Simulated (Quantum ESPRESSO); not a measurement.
Runs of Quantum ESPRESSO 7.5 on Pd. The cell holds a slab with vacuum, 5 atoms: a = 2.751 Å, b = 2.751 Å, c = 23.983 Å, α = 90.00°, β = 90.00°, γ = 120.00°. The slab is cut from a database's or a generator's crystal, which needn't be the stable form of the element.

```csv
task,level,potentials or basis,cell,k mesh,cutoff (eV),smearing,real-space augmentation (tqr),fixed atoms,rVV10 parameter b,most ionic steps,forc conv thr,mesh quality,gap on the mesh (eV),largest force (eV/Å),work function (eV)
relaxation of the atoms,PBE+rVV10,GBRV 1.5 PBE,atoms relaxed,7 × 7 × 1,544,fermi-dirac 0.2 eV,yes,"[1, 2]",6.3,40,0.001 Ry/bohr,coarse,none,-,-
work function,RPBE,SG15 PBE 1.2,as given,9 × 9 × 1,952,fermi-dirac 0.05 eV,-,-,-,-,-,not flagged,none,0.52,5.06
work function,PBE,SG15 PBE 1.2,as given,9 × 9 × 1,952,fermi-dirac 0.05 eV,-,-,-,-,-,not flagged,none,0.32,5.25
work function,PBEsol,SG15 PBE 1.2,as given,9 × 9 × 1,952,fermi-dirac 0.05 eV,-,-,-,-,-,not flagged,none,0.09,5.38
work function,LDA,SG15 PBE 1.2,as given,9 × 9 × 1,952,fermi-dirac 0.05 eV,-,-,-,-,-,not flagged,none,0.34,(a)
work function,AM05,SG15 PBE 1.2,as given,9 × 9 × 1,952,fermi-dirac 0.05 eV,-,-,-,-,-,not flagged,none,(b),(c)
work function,BLYP,SG15 PBE 1.2,as given,9 × 9 × 1,952,fermi-dirac 0.05 eV,-,-,-,-,-,not flagged,none,0.76,5.04
work function,revPBE,SG15 PBE 1.2,as given,9 × 9 × 1,952,fermi-dirac 0.05 eV,-,-,-,-,-,not flagged,none,0.47,5.09
work function,WC,SG15 PBE 1.2,as given,9 × 9 × 1,952,fermi-dirac 0.05 eV,-,-,-,-,-,not flagged,none,0.09,5.37
```

Alike in all rows: no spin polarisation.

Problem. Estimate the missing entries.

Solution. (a) 5.68; (b) 0.12; (c) 5.27.

Caveats: some runs use coarse meshes; the potentials were made for another functional, which shifts forces and pressure (some runs); real space augmentation costs some meV and hundredths of eV per Å (some runs); rVV10's parameter b was fitted to another functional (some runs).

A k mesh can miss the band edges, and the runs leave out spin-orbit coupling on Pd.

A gap of «none» marks a metal or a gap under the smearing width.

The runs don't all hold the same shells in valence.
